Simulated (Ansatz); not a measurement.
# C4FeO4: the cost of one run

Method: the levels named in each step, in Ansatz 0.2.0.

## Step 1: The starting structure

Bond lengths: O1–C2 1.144 Å, C2–Fe3 1.853 Å, Fe3–C4 1.852 Å, C4–O5 1.144 Å, Fe3–C6 1.851 Å, C6–O7 1.144 Å, Fe3–C8 1.852 Å, C8–O9 1.144 Å. Angles: O1–C2–Fe3 180.0°, C2–Fe3–C4 109.5°, C2–Fe3–C6 109.4°, C2–Fe3–C8 109.4°, C4–Fe3–C6 109.5°, C4–Fe3–C8 109.4°, C6–Fe3–C8 109.5°, Fe3–C4–O5 180.0°, Fe3–C6–O7 180.0°, Fe3–C8–O9 180.0°.

Coordinates:

```xyz
9

O    -2.2717   -1.8820   -0.5235
C    -1.4044   -1.1632   -0.3235
Fe    0.0004    0.0011   -0.0003
C     1.6072   -0.8713   -0.2966
O     2.5998   -1.4099   -0.4798
C    -0.1313    1.4563   -1.1367
O    -0.2127    2.3556   -1.8392
C    -0.0716    0.5802    1.7574
O    -0.1156    0.9383    2.8430
```

## Step 2: A rough first relaxation, PBE-D4/def2-SVPD

input.yaml reads:

```yaml
crystal:
  periodic: [false, false, false]
  atoms:
    - { symbol: O, position_ang: [-2.27171, -1.88202, -0.52348] }
    - { symbol: C, position_ang: [-1.4044, -1.16325, -0.32348] }
    - { symbol: Fe, position_ang: [0.00039, 0.00115, -0.00032] }
    - { symbol: C, position_ang: [1.60716, -0.87132, -0.29661] }
    - { symbol: O, position_ang: [2.59978, -1.40986, -0.4798] }
    - { symbol: C, position_ang: [-0.13133, 1.45627, -1.13674] }
    - { symbol: O, position_ang: [-0.21266, 2.35564, -1.83915] }
    - { symbol: C, position_ang: [-0.07162, 0.58016, 1.75739] }
    - { symbol: O, position_ang: [-0.11561, 0.9383, 2.84305] }
magnetization:
  spin_polarized: true
  initial_magnetization: 2
basis:
  gaussian: { orbitals: def2-SVPD }
hamiltonian:
  xc: pbe
  dispersion: d4
relax:
  f_tol: 0.03
  max_steps: 200
```

The run is started by

```bash
> ansatz run input.yaml --threads 8 --pin off --max-ram 22528MiB --backend cpu --events-out ev --progress --plain --runs-dir out
```

Q: Estimate wall time and peak memory on 8 threads of Oxide Virtual Turin-like (Zen 5), shared host.

About 2.2 min, with a peak of 0.83 GiB.
